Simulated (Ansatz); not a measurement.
What does this script print? It uses Ansatz 0.2.0, Python API.

The script, `kconv.py`:
```python
"""k-point test for ScPt3."""

import warnings

import ansatz

FUNCTIONAL = "PBEsol"

warnings.simplefilter("ignore", ansatz.DeckWarning)

cell = (
    ansatz.Lattice.of((3.958, 0.0, 0.0), (0.0, 3.958, 0.0), (0.0, 0.0, 3.958))
    .atom("Sc", (0.0, 0.0, 0.0))
    .atom("Pt", (0.0, 0.5, 0.5))
    .atom("Pt", (0.5, 0.0, 0.5))
    .atom("Pt", (0.5, 0.5, 0.0))
)

job = (
    cell.calculation()
    .pseudopotentials("paw")
    .functional(FUNCTIONAL)
    .occupations(ansatz.OccupationsMethod.FERMI_DIRAC)
)

rows = []
for value in [(2, 2, 2), (3, 3, 3), (4, 4, 4), (5, 5, 5), (6, 6, 6), (7, 7, 7)]:
    summary = job.kpoints(mesh=value).run(threads=1).report
    rows.append((value, summary["free_energy_ev"] / len(summary["lattice"]["sites"]), summary["n_iterations"], summary["n_kpoints"]))

print("        mesh   F/atom (eV)    iterations      k-points")
for row in rows:
    print(f"{str(row[0]):>12s}  {row[1]:12.5f}  {row[2]:12d}  {row[3]:12d}")

# differences from the last row
for row in rows[:-1]:
    shift = 1000 * (row[1] - rows[-1][1])
    print(f"{row[0]}: {shift:+.2f} meV/atom" + ("  (within 1 meV)" if abs(shift) < 1 else ""))
```

`python kconv.py` gives:
```text
        mesh   F/atom (eV)    iterations      k-points
   (2, 2, 2)   -9816.68259             7             4
   (3, 3, 3)   -9816.81551             7             4
   (4, 4, 4)   -9816.78390             6            10
   (5, 5, 5)   -9816.78465             6            10
   (6, 6, 6)   -9816.78768             6            20
   (7, 7, 7)   -9816.78376             6            20
(2, 2, 2): +101.17 meV/atom
(3, 3, 3): -31.75 meV/atom
(4, 4, 4): -0.14 meV/atom  (within 1 meV)
(5, 5, 5): -0.90 meV/atom  (within 1 meV)
(6, 6, 6): -3.92 meV/atom
```

Caveats:
- A row within the bound is followed by one outside it, so the series isn't shown to be converged.
- Spin-orbit coupling, which matters for elements this heavy, is left out.
- The structure is a deposited one; some such entries were measured under pressure or heat, so a shift against it needn't be the functional's error alone.
- Shifts are counted from the finest mesh, which is itself no proven limit.
- Timing: 8 s on 1 thread of Intel(R) Xeon(R) Platinum 8259CL CPU @ 2.50GHz (Skylake/Cascade Lake), with other jobs on the host, peak memory 0.42 GiB.
